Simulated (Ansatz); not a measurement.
# C2H9OPSi: how energies converge with the basis set

How large a basis does C2H9OPSi need? Two functionals are run in growing sets.

Computed with Ansatz 0.2.0, Gaussian basis. Level: one geometry, several basis sets.

Plan: PBE0-D4/def2-SVP; ωB97M-V/def2-SVP; PBE0-D4/def2-QZVPP; ωB97M-V/def2-QZVPP; the functionals' def2-TZVPP values are taken from earlier runs.

## Step 1: The relaxed structure

An earlier PBE0-D4 in a triple-zeta def2 set relaxation fixed the geometry.

14 atoms, charge 0, spin multiplicity 1.

Atoms are counted from 1 here; the program's logs count them from 0.

Bond lengths: C1–Si2 1.869 Å, C1–H6 1.095 Å, C1–H7 1.092 Å, C1–H8 1.093 Å, Si2–C3 1.867 Å, Si2–O4 1.657 Å, Si2–P5 2.255 Å, C3–H9 1.094 Å, C3–H10 1.093 Å, C3–H11 1.092 Å, O4–H12 0.958 Å, P5–H13 1.423 Å, P5–H14 1.421 Å. Angles: Si2–C1–H6 111.0°, Si2–C1–H7 111.1°, Si2–C1–H8 110.8°, H6–C1–H7 108.2°, H6–C1–H8 107.6°, H7–C1–H8 108.0°, C1–Si2–C3 109.9°, C1–Si2–O4 110.2°, C1–Si2–P5 113.8°, C3–Si2–O4 111.3°, C3–Si2–P5 108.3°, O4–Si2–P5 103.2°, Si2–C3–H9 110.9°, Si2–C3–H10 111.1°, Si2–C3–H11 110.9°, H9–C3–H10 107.7°, H9–C3–H11 108.1°, H10–C3–H11 108.2° and more.

Coordinates:

```mol
C2H9OPSi
  3D, bonds by distance, orders not assigned

 14 13  0  0  0  0  0  0  0  0999 V2000
   -1.1333    1.1466   -0.0472 C   0  0
   -0.0847   -0.3975    0.0528 Si  0  0
    1.4386   -0.0645    1.0805 C   0  0
   -0.9714   -1.6503    0.6769 O   0  0
    0.5738   -1.1840   -1.9553 P   0  0
   -1.4450    1.4751    0.9499 H   0  0
   -2.0306    0.9738   -0.6455 H   0  0
   -0.5740    1.9663   -0.5052 H   0  0
    1.1648    0.2670    2.0868 H   0  0
    2.0542    0.7184    0.6293 H   0  0
    2.0490   -0.9654    1.1752 H   0  0
   -1.5093   -1.4694    1.4487 H   0  0
    1.1285    0.0694   -2.3371 H   0  0
   -0.6734   -0.9145   -2.5808 H   0  0
  1  2  8  0
  2  3  8  0
  2  4  8  0
  2  5  8  0
  1  6  8  0
  1  7  8  0
  1  8  8  0
  3  9  8  0
  3 10  8  0
  3 11  8  0
  4 12  8  0
  5 13  8  0
  5 14  8  0
M  END
```

## Step 2: PBE0-D4 in def2-SVP

File in.yaml:

```yaml
crystal:
  periodic: [false, false, false]
  atoms:
    - {symbol: C, position_ang: [-1.133343, 1.146583, -0.047159]}
    - {symbol: Si, position_ang: [-0.084687, -0.397536, 0.052798]}
    - {symbol: C, position_ang: [1.438586, -0.064532, 1.080538]}
    - {symbol: O, position_ang: [-0.971391, -1.650312, 0.676902]}
    - {symbol: P, position_ang: [0.573806, -1.183950, -1.955344]}
    - {symbol: H, position_ang: [-1.444962, 1.475067, 0.949904]}
    - {symbol: H, position_ang: [-2.030648, 0.973797, -0.645550]}
    - {symbol: H, position_ang: [-0.574002, 1.966324, -0.505212]}
    - {symbol: H, position_ang: [1.164775, 0.266960, 2.086776]}
    - {symbol: H, position_ang: [2.054243, 0.718419, 0.629276]}
    - {symbol: H, position_ang: [2.049043, -0.965364, 1.175240]}
    - {symbol: H, position_ang: [-1.509323, -1.469416, 1.448740]}
    - {symbol: H, position_ang: [1.128476, 0.069369, -2.337102]}
    - {symbol: H, position_ang: [-0.673373, -0.914507, -2.580807]}
basis:
  gaussian: {orbitals: def2-SVP}
hamiltonian: {xc: pbe0, dispersion: d4}
output: {orbitals: {seedname: orbitals}}
```

The runs that follow: ωB97M-V in def2-SVP; PBE0-D4 in def2-QZVPP; ωB97M-V in def2-QZVPP.

Q: Predict the results of all the runs planned. Wanted: PBE0-D4: double and triple zeta above quadruple; ωB97M-V: double and triple zeta above quadruple.

The runs gave:

| quantity | value |
| --- | --- |
| PBE0-D4: double and triple zeta above quadruple | 12.03, 0.82 eV |
| ωB97M-V: double and triple zeta above quadruple | 12.24, 0.78 eV |

In words: For PBE0-D4 the step from double to triple zeta gains 11.21 eV and the next only 0.82 eV. Total energies overstate the basis error of differences, where much of it tends to cancel. The LUMO of ωB97M-V is positive and keeps falling with the basis (2.66 to 1.25 eV): an unbound level that the basis holds in place.
